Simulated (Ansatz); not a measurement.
Task: a rigid scan of one bond angle of CH4AlNS, SMILES N=C[S][AlH2], with Ansatz's Python interface. Give the script and its output. Settings (for the species named): r2scan0, def2-SVP basis, multiplicity 1.

| atom | x (Å) | y (Å) | z (Å) |
| --- | --- | --- | --- |
| N | -1.4238 | 1.2502 | -0.2657 |
| C | -0.4247 | 1.1648 | 0.4459 |
| S | -0.1943 | -0.3047 | 1.4224 |
| Al | 1.0889 | -1.3300 | -0.2104 |
| H | -2.1845 | 0.5462 | -0.3310 |
| H | 0.3136 | 1.9808 | 0.4712 |
| H | 2.6250 | -1.1508 | -0.2895 |
| H | 0.2920 | -2.2136 | -1.2988 |

Script `bend.py`:
```python
# -*- coding: utf-8 -*-
"""Bending curve of CH4AlNS."""

import ansatz
from ase import Atoms

atoms = Atoms(["N", "C", "S", "Al", "H", "H", "H", "H"], positions=[
    (-1.4238, 1.2502, -0.2657),
    (-0.4247, 1.1648, 0.4459),
    (-0.1943, -0.3047, 1.4224),
    (1.0889, -1.33, -0.2104),
    (-2.1845, 0.5462, -0.331),
    (0.3136, 1.9808, 0.4712),
    (2.625, -1.1508, -0.2895),
    (0.292, -2.2136, -1.2988),
])

# start the scan from a relaxed geometry
first = (
    ansatz.Crystal.molecule_from_ase(atoms).calculation()
    .basis(gaussian="def2-SVP")
    .functional("R2SCAN0")
    .relax(force_tolerance=0.02, max_steps=80)
)
atoms.positions = first.run(threads=1).report["positions_ang"]

rows = []
for angle in [85, 95, 105, 115, 125, 140, 160]:
    bent = atoms.copy()
    bent.set_angle(1, 2, 3, angle, indices=[3, 6, 7])
    model = ansatz.Crystal.molecule_from_ase(bent).calculation()
    model = model.basis(gaussian="def2-SVP")
    model = model.functional("R2SCAN0")
    rows.append((angle, model.run(threads=1).report["free_energy_ev"]))
floor = min(e for _, e in rows)
for angle, e in rows:
    print(f"angle C1-S2-Al3 = {angle:3d} deg   {1000 * (e - floor):9.1f} meV")
```

```console
$ python bend.py
angle C1-S2-Al3 =  85 deg       284.5 meV
angle C1-S2-Al3 =  95 deg        36.6 meV
angle C1-S2-Al3 = 105 deg         0.0 meV
angle C1-S2-Al3 = 115 deg        77.5 meV
angle C1-S2-Al3 = 125 deg       228.7 meV
angle C1-S2-Al3 = 140 deg       536.6 meV
angle C1-S2-Al3 = 160 deg       951.9 meV
```

The scan is rigid, and the energies are electronic, in a modest basis. The zero is the lowest point of the grid, which needn't be the minimum. Hardware and time: 3.6 min on 1 thread of Arm Neoverse V1, on a shared host, peak memory 0.26 GiB.
